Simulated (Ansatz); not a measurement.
Predict the output of the script below (the Python package of Ansatz (0.2.0)).

Script `fh2sn.py`:
```python
"""Vertical and adiabatic ionisation of FH2Sn."""

import itertools
import warnings

import ansatz as az
from ase.data import atomic_numbers, covalent_radii
import numpy as np

BASIS = "def2-SVP"
FUNCTIONAL = "pbe0"
CHARGE = 1

warnings.simplefilter("ignore", az.DeckWarning)

molecule = (
    az.Crystal.molecule()
    .atom("F", (-1.6221, -0.2642, 0.6552))
    .atom("Sn", (-0.0382, -0.2246, -0.4053))
    .atom("H", (1.2053, -1.01, 0.4885))
    .atom("H", (0.5105, 1.4384, -0.7587))
)

model = (
    molecule.calculation()
    .basis(gaussian=BASIS)
    .functional(FUNCTIONAL)
    .spin("collinear", total=1)
    .accuracy("medium")
)
symbols = [site.symbol for site in molecule.cartesian_sites]
start = np.array([site.position_ang for site in molecule.cartesian_sites], dtype=float)
rep = model.relax(force_tolerance=0.01).run(threads=1, pin="off").report
end = np.array(rep["positions_ang"])

minimum = az.Crystal.molecule()
for symbol, place in zip(symbols, end):
    minimum = minimum.atom(symbol, place.tolist())
ion = minimum.calculation().basis(gaussian=BASIS).functional(FUNCTIONAL).accuracy("medium").charge(CHARGE)
vertical = ion.run(threads=1, pin="off").report
settled = ion.relax(force_tolerance=0.01, max_steps=80).run(threads=1, pin="off").report
print(f"vertical ionisation energy   {vertical['free_energy_ev'] - rep['free_energy_ev']:.3f} eV")
print(f"adiabatic, no zero point     {settled['free_energy_ev'] - rep['free_energy_ev']:.3f} eV")
print(f"relaxation energy of the ion {vertical['free_energy_ev'] - settled['free_energy_ev']:.3f} eV")
ionised = np.array(settled["positions_ang"])
# pairs closer than 1.2 times the sum of covalent radii, before or after
radius = [covalent_radii[atomic_numbers[s]] for s in symbols]
span = lambda where, i, j: np.linalg.norm(where[i] - where[j])
bonded = [(i, j) for i, j in itertools.combinations(range(len(symbols)), 2) if min(span(end, i, j), span(ionised, i, j)) < 1.2 * (radius[i] + radius[j])]
print("pair        before    after (A)")
for i, j in bonded:
    print(f"{symbols[i]}{i}-{symbols[j]}{j}".ljust(10), f"{span(end, i, j):8.4f} {span(ionised, i, j):8.4f}")
for first, second in list(itertools.combinations(bonded, 2)):
    shared = set(first) & set(second)
    if shared and symbols[(j := shared.pop())] != "H":
        i, k = sorted((set(first) | set(second)) - {j})
        u, v = ionised[i] - ionised[j], ionised[k] - ionised[j]
        angle = np.degrees(np.arccos(np.clip(u @ v / np.linalg.norm(u) / np.linalg.norm(v), -1, 1)))
        print(f"final angle {symbols[i]}{i}-{symbols[j]}{j}-{symbols[k]}{k}: {angle:.2f} deg")
```

```console
$ python fh2sn.py
vertical ionisation energy   9.041 eV
adiabatic, no zero point     8.031 eV
relaxation energy of the ion 1.009 eV
pair        before    after (A)
F0-Sn1       1.9507   1.8934
Sn1-H2       1.7358   1.6887
Sn1-H3       1.7360   1.6887
final angle F0-Sn1-H2: 110.56 deg
final angle F0-Sn1-H3: 110.56 deg
final angle H2-Sn1-H3: 138.87 deg
```

Caveats:
- These settings explore the input space; basis and method may be short of convergence.
- The energies are electronic: no zero-point or thermal terms, and the basis set is short of its limit. The product may relax into another structure. Each relaxation finds its nearest minimum, which needn't be the lowest.
- def2 sets replace the cores of elements past krypton by effective core potentials.
- The run takes the species as open-shell (spin multiplicity 2), which needn't be its ground state.
- Only the spin states typed were run; another state of an ion can lie lower, by up to an eV or two.
- Wall time of the script: 18 s on 1 thread of Arm Neoverse V2, on a shared host, peak memory 0.2 GiB.
